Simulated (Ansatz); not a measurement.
# Al3Cl: the cost of one run

Computed with Ansatz 0.2.0 (DFT PBE, scalar-relativistic, plane waves, PAW, unless a step's input says otherwise).

## Step 1: The system as given

It takes space group P4/mmm (No. 123, tetragonal). The conventional cell has a = 4.949 Å, b = 4.949 Å, c = 4.025 Å, α = 90.00°, β = 90.00°, γ = 90.00°. Al (site symmetry 4/mmm) is surrounded by 8 Al at 3.19 Å and 4 Cl at 3.50 Å. Around Al (site symmetry mmm) lie 8 Al at 3.19 to 3.50 Å and 4 Cl at 3.19 Å. Around Cl (site symmetry 4/mmm) lie 12 Al at 3.19 to 3.50 Å.

Coordinates:

```
Al Cl
1.0
     4.94913    0.00000    0.00000
     0.00000    4.94913    0.00000
     0.00000    0.00000    4.02468
Al Cl
3 1
Direct
  0.00000 0.00000 0.00000
  0.50000 0.00000 0.50000
  0.00000 0.50000 0.50000
  0.50000 0.50000 0.00000
```

A structure generator made this guess: species swapped into a database cell of TmMg3 (P4/mmm, No. 123), with Cl on the Tm sites and Al on the Mg sites. The dimensions are guesses.

## Step 2: Probe: one point on a coarse mesh

Input file input.yaml:

```yaml
crystal:
  lattice:
    - [4.94912804, 0.0, 0.0]
    - [0.0, 4.94912804, 0.0]
    - [0.0, 0.0, 4.02467585]
  atoms:
    - { symbol: Al, position: [0.0, 0.0, 0.0] }
    - { symbol: Al, position: [0.5, 0.0, 0.5] }
    - { symbol: Al, position: [0.0, 0.5, 0.5] }
    - { symbol: Cl, position: [0.5, 0.5, 0.0] }
basis:
  ecutwfc: 420
kpoints:
  mp_grid: { grid: [4, 4, 4] }
hamiltonian:
  xc: pbe
scf:
  occupations: { method: gaussian, width: 0.1 }
  lower_state_search: "off"
output:
  forces: true
  stress: true
  eigenvalues: true
```

The run is started by

```
$ ansatz run input.yaml --threads 1 --pin off --max-ram 2560MiB --backend cpu --events-out ev --progress --plain --runs-dir out
```

**Question.** How long does this run take on 1 thread of Arm Neoverse V2, shared host, and how much memory does it need?

About 1.2 s, with a peak of 0.31 GiB.
